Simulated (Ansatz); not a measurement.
# Hf: equation of state

The task here is to estimate one member of a computed series from the others.

Computed with Ansatz 0.2.0 (DFT PBEsol, scalar-relativistic, unless a step's input says otherwise).

## The system as given

Symmetry: Im-3m, No. 229, cubic system. Conventional cell: a = 3.610 Å, b = 3.610 Å, c = 3.610 Å, α = 90.00°, β = 90.00°, γ = 90.00°. Hf (site symmetry m-3m) has 8 Hf at 3.13 Å as nearest neighbours.

Structure file:

```xyz
1
Lattice="-1.8050 1.8050 1.8050 1.8050 -1.8050 1.8050 1.8050 1.8050 -1.8050" Properties=species:S:1:pos:R:3 pbc="T T T"
Hf    0.0000    0.0000    0.0000
```

Set-up of the first run:

input.yaml

```yaml
crystal:
  lattice:
    - [-1.7806051177, 1.7806051177, 1.7806051177]
    - [1.7806051177, -1.7806051177, 1.7806051177]
    - [1.7806051177, 1.7806051177, -1.7806051177]
  atoms:
    - { symbol: Hf, position: [0.0, 0.0, 0.0] }
kpoints:
  mp_grid: { grid: [16, 16, 16] }
  band_path:
    path:
      - [0.0, 0.0, 0.0]
      - [0.5, -0.5, 0.5]
      - [0.0, 0.0, 0.5]
      - [0.0, 0.0, 0.0]
      - [0.25, 0.25, 0.25]
      - [0.5, -0.5, 0.5]
      - [0.25, 0.25, 0.25]
      - [0.0, 0.0, 0.5]
    npoints: 5
scf:
  occupations: { method: fermi_dirac, width: 0.08 }
hamiltonian:
  xc: pbesol
  pseudopotentials: { kind: all_electron, lapw: { basis_error: 0.001 } }
output:
  forces: true
  stress: true
  eigenvalues: true
```

Command:

```sh
$ ansatz run input.yaml --threads 1 --pin off --max-ram 3072MiB --backend cpu --events-out ev --progress --plain --runs-dir out
```

Among the steps run: Volume × 0.96, LAPW; Volume × 0.96, PAW; Volume × 0.96, crystal datasets; Volume × 0.99, LAPW; Volume × 0.99, PAW; Volume × 0.99, crystal datasets; Volume × 1.02, LAPW; Volume × 1.02, PAW; Volume × 1.02, crystal datasets; Volume × 1.06, LAPW; Volume × 1.06, PAW; Volume × 1.06, crystal datasets.

One of the session's tables, all rows but one given; the rest of the session is left out.

It belongs to the step «The equation of state». 

```
          method  volume (Å³/atom)  pressure (GPa)
            LAPW            22.582           -5.61
            LAPW            23.288           -8.13
            LAPW            23.993          -10.31
            LAPW            24.934          -12.78
             PAW            22.582           -5.63
             PAW            23.288           -8.14
             PAW            23.993          -10.33
             PAW            24.934          -12.80
crystal datasets            22.582           -5.61
crystal datasets            23.288           -8.13
crystal datasets            23.993          -10.31
crystal datasets            24.934               ?
```

Estimate the missing values for crystal datasets, 24.934.

As computed: pressure (GPa): -12.79. In the column «pressure (GPa)» it lies between PAW, 24.934 (-12.80) and LAPW, 24.934 (-12.78).

Limits of these values: Warnings in the runs' records: gradients without spin orbit, crystal datasets made.
